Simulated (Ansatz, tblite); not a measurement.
# [V(H2S)(H2O)5]2+ (H₁₂O₅SV (+2)): one state, many levels

An exercise on one series of results from a longer session: the logs are not shown, and one member is left open.

Method: as each input shows; program: Ansatz 0.2.0, Gaussian basis.

Plan: GFN1-xTB, GFN2-xTB, PBE-D4/def2-TZVP, r2SCAN-D4/def2-TZVP, r2SCAN0-D4/def2-TZVP, LDA/def2-TZVP, PBE-D4/def2-SVP, PBE0-D4/def2-SVP, HF/6-31G, B3LYP-D4/6-31G, MP2/def2-TZVP, RPA/def2-TZVP.

2 further runs of the same task are left out: 2 set aside as unsound or not needed.

## The relaxed structure

The quartet was relaxed beforehand with r2SCAN-D4/def2-SVP.

19 atoms, charge 2, spin multiplicity 4.

Bond lengths: V1–S2 2.579 Å, V1–O5 2.127 Å, V1–O8 2.129 Å, V1–O11 2.130 Å, V1–O14 2.128 Å, V1–O17 2.128 Å, S2–H3 1.355 Å, S2–H4 1.355 Å, O5–H6 0.970 Å, O5–H7 0.970 Å, O8–H9 0.970 Å, O8–H10 0.971 Å, O11–H12 0.971 Å, O11–H13 0.971 Å, O14–H15 0.971 Å, O14–H16 0.970 Å, O17–H18 0.971 Å, O17–H19 0.970 Å. Angles: S2–V1–O5 175.1°, S2–V1–O8 98.0°, S2–V1–O11 85.4°, S2–V1–O14 93.2°, S2–V1–O17 93.3°, O5–V1–O8 86.9°, O5–V1–O11 89.7°, O5–V1–O14 86.8°, O5–V1–O17 86.7°, O8–V1–O11 176.6°, O8–V1–O14 90.0°, O8–V1–O17 90.3°, O11–V1–O14 89.8°, O11–V1–O17 89.4°, O14–V1–O17 173.4°, V1–S2–H3 111.2°, V1–S2–H4 111.1°, H3–S2–H4 94.4° and more.

Formally the metal is d3. No spin-orbit coupling is included. The ion is computed in the gas phase, without counter-ions or solvent.

PBE0-D4/def2-TZVP was run before; its log isn't repeated, and its numbers join the tables.

The first run:

Tight binding, by tblite at 300 K electronic temperature and without a spin-polarisation term:

```python
tblite.interface.Calculator('GFN1-xTB', numbers, positions, charge=2, uhf=3).singlepoint()
```

Tight binding, by tblite at 300 K electronic temperature and without a spin-polarisation term:

```python
tblite.interface.Calculator('GFN2-xTB', numbers, positions, charge=2, uhf=3).singlepoint()
```

start.molden holds the orbitals of an earlier run on this state, given as this run's starting guess.

in.yaml reads:

```yaml
crystal:
  periodic: [false, false, false]
  atoms:
    - {symbol: V, position_ang: [-0.032733, -0.007792, -0.013062]}
    - {symbol: S, position_ang: [-0.012748, 0.255490, 2.552121]}
    - {symbol: H, position_ang: [0.935413, -0.529576, 3.118557]}
    - {symbol: H, position_ang: [0.580601, 1.417438, 2.918457]}
    - {symbol: O, position_ang: [-0.228287, -0.252323, -2.117360]}
    - {symbol: H, position_ang: [-0.446797, 0.440298, -2.761010]}
    - {symbol: H, position_ang: [-0.202570, -1.090817, -2.605245]}
    - {symbol: O, position_ang: [2.045796, 0.295423, -0.357532]}
    - {symbol: H, position_ang: [2.769209, 0.472737, 0.263748]}
    - {symbol: H, position_ang: [2.447145, 0.266775, -1.240968]}
    - {symbol: O, position_ang: [-2.127290, -0.327957, 0.208122]}
    - {symbol: H, position_ang: [-2.640315, -0.331395, 1.032844]}
    - {symbol: H, position_ang: [-2.759879, -0.498176, -0.507991]}
    - {symbol: O, position_ang: [-0.390884, 2.063373, -0.342382]}
    - {symbol: H, position_ang: [-1.236132, 2.522912, -0.214592]}
    - {symbol: H, position_ang: [0.282369, 2.755802, -0.436657]}
    - {symbol: O, position_ang: [0.277164, -2.110994, 0.078877]}
    - {symbol: H, position_ang: [-0.391601, -2.770749, 0.322760]}
    - {symbol: H, position_ang: [1.131538, -2.570491, 0.101332]}
basis:
  gaussian: {orbitals: def2-TZVP, initial_orbitals: start.molden}
total_charge: 2
magnetization: {spin_polarized: true, initial_magnetization: 3}
hamiltonian: {xc: pbe, dispersion: d4}
scf: {omitted_lower_state_checks: [starts]}
output: {orbitals: {seedname: orbitals}}
```

The run is started by

```bash
$ ansatz run in.yaml --threads 4 --pin off --events-out ev --progress --plain --max-ram 9574MiB
```

Steps of the session up to this table: PBE-D4/def2-TZVP; r2SCAN-D4/def2-TZVP; r2SCAN0-D4/def2-TZVP; LDA/def2-TZVP; PBE-D4/def2-SVP; PBE0-D4/def2-SVP; HF/6-31G; B3LYP-D4/6-31G; MP2/def2-TZVP; RPA/def2-TZVP.

One table of the session follows, with a row left open; its other results are not shown here.

| level | HOMO (eV) | LUMO (eV) | gap (eV) |
| --- | --- | --- | --- |
| HF/6-31G | ? | ? | ? |
| LDA/def2-TZVP | -11.60 | -9.98 | 1.62 |
| PBE-D4/def2-SVP | -11.30 | -9.26 | 2.05 |
| PBE-D4/def2-TZVP | -11.65 | -9.62 | 2.03 |
| r2SCAN-D4/def2-TZVP | -12.13 | -8.98 | 3.15 |
| B3LYP-D4/6-31G | -12.26 | -8.14 | 4.12 |
| PBE0-D4/def2-SVP | -13.55 | -7.77 | 5.78 |
| PBE0-D4/def2-TZVP | -13.76 | -7.95 | 5.81 |
| r2SCAN0-D4/def2-TZVP | -14.14 | -7.53 | 6.61 |

**Question.** Estimate the row for HF/6-31G.

As computed: HOMO (eV): -18.37; LUMO (eV): -5.07; gap (eV): 13.30. In the column «HOMO (eV)» it is the lowest.
